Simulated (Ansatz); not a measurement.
# ZnO: the cost of one run

Program: Ansatz 0.2.0. Level of theory: DFT r2SCAN, scalar-relativistic, plane waves, PAW. These are calculated values, not measurements.

**1. The system as given**

It takes space group P6_3mc (No. 186, hexagonal). Conventional cell: a = 3.249 Å, b = 3.249 Å, c = 5.206 Å, α = 90.00°, β = 90.00°, γ = 120.00°. Zn (site symmetry 3m) has 4 O at 1.97 to 1.98 Å as nearest neighbours. O (site symmetry 3m) is surrounded by 4 Zn at 1.97 to 1.98 Å.

Structure file:

```
CELL_PARAMETERS angstrom
3.24931 0.00000 0.00000
-1.62465 2.81398 0.00000
0.00000 0.00000 5.20571
ATOMIC_POSITIONS crystal
Zn 0.33333 0.66667 0.50000
Zn 0.66667 0.33333 0.00000
O 0.66667 0.33333 0.37901
O 0.33333 0.66667 0.87901
```

The structure rests on an entry of the Crystallography Open Database; cell or positions may have been set otherwise for this series.

**2. Relaxing cell and atoms: ZnO, no spin**

The input, input.yaml:

```yaml
crystal:
  lattice:
    - [3.249308, 0.0, 0.0]
    - [-1.624654, 2.8139832727, 0.0]
    - [0.0, 0.0, 5.205709]
  atoms:
    - { symbol: Zn, position: [0.3333333333, 0.6666666667, 0.5] }
    - { symbol: Zn, position: [0.6666666667, 0.3333333333, 0.0] }
    - { symbol: O, position: [0.6666666667, 0.3333333333, 0.37901] }
    - { symbol: O, position: [0.3333333333, 0.6666666667, 0.87901] }
scf:
  occupations: { method: gaussian, width: 0.02 }
output:
  forces: true
  stress: true
  eigenvalues: true
kpoints:
  mp_grid: { grid: [21, 21, 12] }
hamiltonian:
  xc: r2scan
relax:
  f_tol: 0.005
  adjacent_minimum: "off"
  cell: { stress_tol: 0.02 }
```

On the command line:

```
$ ansatz run input.yaml --threads 8 --pin off --max-ram 24576MiB --backend cpu --events-out ev --progress --plain --runs-dir out
```

What time and memory should one allow on 8 threads of AMD EPYC 9R45 (Zen 5), shared host?

About 24 s, with a peak of 0.95 GiB.
